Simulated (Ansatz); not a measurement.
# Al4Pt: the cost of one run

Program: Ansatz 0.2.0. Level of theory: DFT PBE, scalar-relativistic, plane waves, PAW. These are calculated values, not measurements.

**1. Starting point**

It takes space group Im-3m (No. 229, cubic). Conventional cell: a = 5.310 Å, b = 5.310 Å, c = 5.310 Å, α = 90.00°, β = 90.00°, γ = 90.00°. Al (site symmetry -3m) is surrounded by 2 Pt at 2.30 Å. Pt (site symmetry m-3m) is surrounded by 8 Al at 2.30 Å.

As a file:

```xyz
5
Lattice="-2.6550 2.6550 2.6550 2.6550 -2.6550 2.6550 2.6550 2.6550 -2.6550" Properties=species:S:1:pos:R:3 pbc="T T T"
Al    1.3275    1.3275    1.3275
Al   -1.3275    1.3275    1.3275
Al    1.3275    1.3275   -1.3275
Al    1.3275   -1.3275    1.3275
Pt    0.0000    0.0000    0.0000
```

Recipe of the guess: species swapped into a database cell of Hg4Pt (Im-3m, No. 229), with Al on the Hg sites. Lengths come from tabulated atomic sizes and are only a guess.

**2. Probe: one point on a coarse mesh**

input.yaml

```yaml
crystal:
  lattice:
    - [-2.65498477, 2.65498477, 2.65498477]
    - [2.65498477, -2.65498477, 2.65498477]
    - [2.65498477, 2.65498477, -2.65498477]
  atoms:
    - { symbol: Al, position: [0.5, 0.5, 0.5] }
    - { symbol: Al, position: [0.5, 0.0, 0.0] }
    - { symbol: Al, position: [0.0, 0.0, 0.5] }
    - { symbol: Al, position: [0.0, 0.5, 0.0] }
    - { symbol: Pt, position: [0.0, 0.0, 0.0] }
basis:
  ecutwfc: 420
kpoints:
  mp_grid: { grid: [4, 4, 4] }
hamiltonian:
  xc: pbe
scf:
  occupations: { method: gaussian, width: 0.1 }
  lower_state_search: "off"
output:
  forces: true
  stress: true
  eigenvalues: true
```

Started as:

```console
ansatz run input.yaml --threads 1 --pin off --max-ram 2560MiB --backend cpu --events-out ev --progress --plain --runs-dir out
```

What time and memory should one allow on 1 thread of Arm Neoverse V1, shared host?

About 1.2 s, with a peak of 0.29 GiB.
